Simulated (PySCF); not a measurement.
# Cr²⁺: excitation energy in ANO-RCC-VTZP

Each state of chromium is computed at each level; their differences give the excitation energy. How far do the methods differ?

Method: unrestricted determinants in a Gaussian basis, no spin-orbit coupling in the energies. Code: PySCF 2.14.0.

## Step 1: The atom as given

| Quantity | Value |
| --- | --- |
| Element | chromium (Z = 24) |
| Basis | ANO-RCC-VTZP (6s5p3d2f1g, 59 functions) |
| Hamiltonian | scalar relativity by spin-free X2C-1e |
| State 1 | Cr²⁺: [Ar] 3d3 4p1, one real determinant (an excited configuration) |
| Needed too, but not shown | Cr²⁺ [Ar] 3d4 (5D) |
| Methods | CCSD(T) |
| Core shells frozen in the correlated runs | valence and next inner shell: [Ne] (for Cr²⁺) |

Outer shells as boxes (Hund's rule):

Cr2+ [Ar] 3d3 4p1
```
[Ar] core
3d [↑ ][↑ ][↑ ][  ][  ]
4p [↑ ][  ][  ]
```

One driver process ran all states and methods and kept the integrals in memory. Each run is shown as a PySCF script that sums up its settings (the driver passes frozen orbitals as a list and adds second-order terms of double hybrids); the logs are those of the runs themselves. The driver starts from symmetry-adapted Hartree-Fock orbitals, holds the occupation by maximum overlap and uses a logarithmic radial grid for functionals, so a plain start would take other cycles.

The integrals over 59 functions and the set-up took 17 s of CPU time.

## Step 2: Cr²⁺ [Ar] 3d3 4p1: CCSD(T) (valence and next inner shell)

#### CCSD(T) (valence and next inner shell)

File input.py:

```python
from pyscf import gto, scf, dft, mp, cc
import basis_set_exchange as bse
mol = gto.M(atom="Cr 0 0 0", charge=2, spin=4, symmetry="D2h",
            basis=gto.basis.parse(bse.get_basis("ANO-RCC-VTZP", elements=["Cr"], fmt="nwchem")),
            nucmod="G")
mf = scf.UHF(mol).sfx2c1e()
mf.irrep_nelec = {'Ag': (3, 3), 'B1g': (1, 0), 'B2g': (1, 0), 'B3g': (1, 0), 'B1u': (2, 2), 'B2u': (3, 2), 'B3u': (2, 2)}
mf.kernel()
mycc = cc.CCSD(mf, frozen=5).run()
mycc.ccsd_t()
```

The log of the run:

```text
CC2 = 0
CCSD nocc = (np.int64(8), np.int64(4)), nmo = (54, 54)
frozen orbitals [[0, 1, 2, 3, 4], [0, 1, 2, 3, 4]]
max_cycle = 100
direct = 0
conv_tol = 1e-08
conv_tol_normt = 1e-06
diis_space = 8
diis_start_cycle = 0
Init t2, MP2 energy = -0.330311004085315
Init E_corr(UCCSD) = -0.330311004086014
cycle = 1  E_corr(UCCSD) = -0.34689624441196  dE = -0.0165852403  norm(t1,t2) = 0.0319134
cycle = 2  E_corr(UCCSD) = -0.350971564742535  dE = -0.00407532033  norm(t1,t2) = 0.0102556
cycle = 3  E_corr(UCCSD) = -0.352276218012327  dE = -0.00130465327  norm(t1,t2) = 0.00560254
cycle = 4  E_corr(UCCSD) = -0.352252144382173  dE = 2.40736302e-05  norm(t1,t2) = 0.00342006
cycle = 5  E_corr(UCCSD) = -0.352233743954475  dE = 1.84004277e-05  norm(t1,t2) = 0.00321115
cycle = 6  E_corr(UCCSD) = -0.352164840179882  dE = 6.89037746e-05  norm(t1,t2) = 0.0232586
cycle = 7  E_corr(UCCSD) = -0.352228615148593  dE = -6.37749687e-05  norm(t1,t2) = 0.00156721
cycle = 8  E_corr(UCCSD) = -0.352339636179164  dE = -0.000111021031  norm(t1,t2) = 0.0165585
cycle = 9  E_corr(UCCSD) = -0.352323523408895  dE = 1.61127703e-05  norm(t1,t2) = 0.000594278
cycle = 10  E_corr(UCCSD) = -0.352322344274172  dE = 1.17913472e-06  norm(t1,t2) = 0.000418955
[... 8 lines left out ...]
cycle = 19  E_corr(UCCSD) = -0.35232578276515  dE = -1.85337599e-08  norm(t1,t2) = 4.88464e-06
cycle = 20  E_corr(UCCSD) = -0.352325795282014  dE = -1.25168642e-08  norm(t1,t2) = 1.52193e-05
cycle = 21  E_corr(UCCSD) = -0.352325715357142  dE = 7.99248723e-08  norm(t1,t2) = 6.92273e-06
cycle = 22  E_corr(UCCSD) = -0.352325662927531  dE = 5.24296112e-08  norm(t1,t2) = 3.5452e-06
cycle = 23  E_corr(UCCSD) = -0.352325607372448  dE = 5.55550828e-08  norm(t1,t2) = 2.34808e-06
cycle = 24  E_corr(UCCSD) = -0.352325590749352  dE = 1.66230961e-08  norm(t1,t2) = 1.13436e-05
cycle = 25  E_corr(UCCSD) = -0.352325568812561  dE = 2.19367909e-08  norm(t1,t2) = 2.18213e-06
cycle = 26  E_corr(UCCSD) = -0.352325573582343  dE = -4.76978229e-09  norm(t1,t2) = 4.58321e-06
cycle = 27  E_corr(UCCSD) = -0.352325559557079  dE = 1.40252645e-08  norm(t1,t2) = 6.40429e-07
cycle = 28  E_corr(UCCSD) = -0.352325561363437  dE = -1.80635795e-09  norm(t1,t2) = 8.91151e-07
UCCSD converged
E(UCCSD) = -1048.823298381859  E_corr = -0.3523255613634367
UCCSD(T) correction = -0.00663291002107536
```

It used 26 s of CPU time after the integrals (shared host).

CCSD correlation -0.35233 hartree, triples -0.00663; total -1048.829931. T1 = 0.007, largest double amplitude 0.032.

The real determinant used has ⟨L²⟩ near 14 against 20 for a pure G term, so it mixes terms.

## Step 3: Differences of total energies

Excitation energy: Cr²⁺ [Ar] 3d4 (5D) → Cr²⁺ [Ar] 3d3 4p1 (high-spin determinant).

| method | value (eV) | less CCSD(T) (valence and next inner shell) (eV) |
| --- | --- | --- |
| UHF | 11.147 | -0.635 |
| MP2 (valence and next inner shell) | 12.049 | +0.268 |
| SCS-MP2 (valence and next inner shell) | 11.717 | -0.064 |
| CCSD (valence and next inner shell) | 11.784 | +0.002 |
| CCSD(T) (valence and next inner shell) | 11.781 | +0.000 |

A first-order spin-orbit estimate (lowest level to lowest level, LS coupling) adds -0.051 eV.

The differences also use runs on Cr²⁺ [Ar] 3d4 (5D), which are not shown here. The runs at UHF, MP2 (valence and next inner shell) are not shown; their differences are listed all the same.

## Step 4: Results

| quantity | value |
| --- | --- |
| excitation energy, Cr²⁺ → [Ar] 3d3 4p1 | UHF 11.147, CCSD(T) (valence and next inner shell) 11.781 eV |

Each level's miss (mean over 1 difference):

| method | mean absolute miss against CCSD(T) (valence and next inner shell) (eV) |
| --- | --- |
| UHF | 0.635 |
| MP2 (valence and next inner shell) | 0.268 |
| SCS-MP2 (valence and next inner shell) | 0.064 |
| CCSD (valence and next inner shell) | 0.002 |
| CCSD(T) (valence and next inner shell) | 0.000 |

What this shows: The methods span 0.903 eV, from UHF (11.147) to MP2 (valence and next inner shell) (12.049). No reference value is at hand in this session. All values hold for this basis alone; no basis-set limit was taken.
